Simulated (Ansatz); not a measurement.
# BFGeH₅NSi: small, medium and large basis sets

How large a basis does BFGeH₅NSi need? Two functionals are run in growing sets.

Method: one geometry, several basis sets; program: Ansatz 0.2.0, Gaussian basis.

The runs, in order: PBE0-D4/def2-SVP; ωB97M-V/def2-SVP; PBE0-D4/def2-QZVPP; ωB97M-V/def2-QZVPP; the functionals' def2-TZVPP values are taken from earlier runs.

## 1. The geometry

All runs share one geometry, relaxed beforehand with PBE0-D4 in a triple-zeta def2 set.

10 atoms, charge 0, spin multiplicity 1.

Atoms are counted from 1 here; the program's logs count them from 0.

Bond lengths: F1–B2 1.328 Å, B2–N3 1.408 Å, B2–Ge5 2.095 Å, N3–Si4 1.769 Å, N3–H6 1.011 Å, Si4–Ge5 2.377 Å, Si4–H7 1.488 Å, Si4–H8 1.488 Å, Ge5–H9 1.534 Å, Ge5–H10 1.534 Å. Angles: F1–B2–N3 124.0°, F1–B2–Ge5 134.6°, N3–B2–Ge5 101.4°, B2–N3–Si4 107.3°, B2–N3–H6 124.0°, Si4–N3–H6 128.7°, N3–Si4–Ge5 81.5°, N3–Si4–H7 111.5°, N3–Si4–H8 111.5°, Ge5–Si4–H7 120.6°, Ge5–Si4–H8 120.6°, H7–Si4–H8 107.9°, B2–Ge5–Si4 69.8°, B2–Ge5–H9 119.0°, B2–Ge5–H10 119.0°, Si4–Ge5–H9 117.3°, Si4–Ge5–H10 117.3°, H9–Ge5–H10 109.7°.

Geometry (Å):

```
F     0.09330    0.06679    2.67873
B     0.05044    0.03311    1.35215
N     0.43720   -1.07869    0.58025
Si    0.20334   -0.64688   -1.11962
Ge   -0.52390    1.39158   -0.13606
H     0.78047   -1.94595    0.97093
H     1.48137   -0.70703   -1.87947
H    -0.76910   -1.55539   -1.78544
H    -2.00743    1.75362   -0.28025
H     0.33742    2.63744   -0.37831
```

## 2. PBE0-D4 in def2-SVP

in.yaml

```yaml
crystal:
  periodic: [false, false, false]
  atoms:
    - {symbol: F, position_ang: [0.093297, 0.066793, 2.678730]}
    - {symbol: B, position_ang: [0.050437, 0.033105, 1.352148]}
    - {symbol: N, position_ang: [0.437201, -1.078691, 0.580255]}
    - {symbol: Si, position_ang: [0.203343, -0.646883, -1.119624]}
    - {symbol: Ge, position_ang: [-0.523902, 1.391584, -0.136056]}
    - {symbol: H, position_ang: [0.780473, -1.945946, 0.970928]}
    - {symbol: H, position_ang: [1.481365, -0.707035, -1.879473]}
    - {symbol: H, position_ang: [-0.769100, -1.555389, -1.785440]}
    - {symbol: H, position_ang: [-2.007433, 1.753620, -0.280254]}
    - {symbol: H, position_ang: [0.337419, 2.637444, -0.378311]}
basis:
  gaussian: {orbitals: def2-SVP}
hamiltonian: {xc: pbe0, dispersion: d4}
output: {orbitals: {seedname: orbitals}}
```

After this run come: ωB97M-V in def2-SVP; PBE0-D4 in def2-QZVPP; ωB97M-V in def2-QZVPP.

Q: Predict the results of all the runs planned. Wanted: PBE0-D4: double and triple zeta above quadruple; ωB97M-V: double and triple zeta above quadruple.

As calculated:

| quantity | value |
| --- | --- |
| PBE0-D4: double and triple zeta above quadruple | 17.46, 1.75 eV |
| ωB97M-V: double and triple zeta above quadruple | 17.51, 1.68 eV |

In words: PBE0-D4 gains 15.71 eV from double to triple zeta, then 1.75 eV more. These are total energies; as a rule much of such shifts cancels in differences, which this series doesn't test. The LUMO of ωB97M-V is positive and keeps falling with the basis (1.89 to 1.04 eV): an unbound level that the basis holds in place.
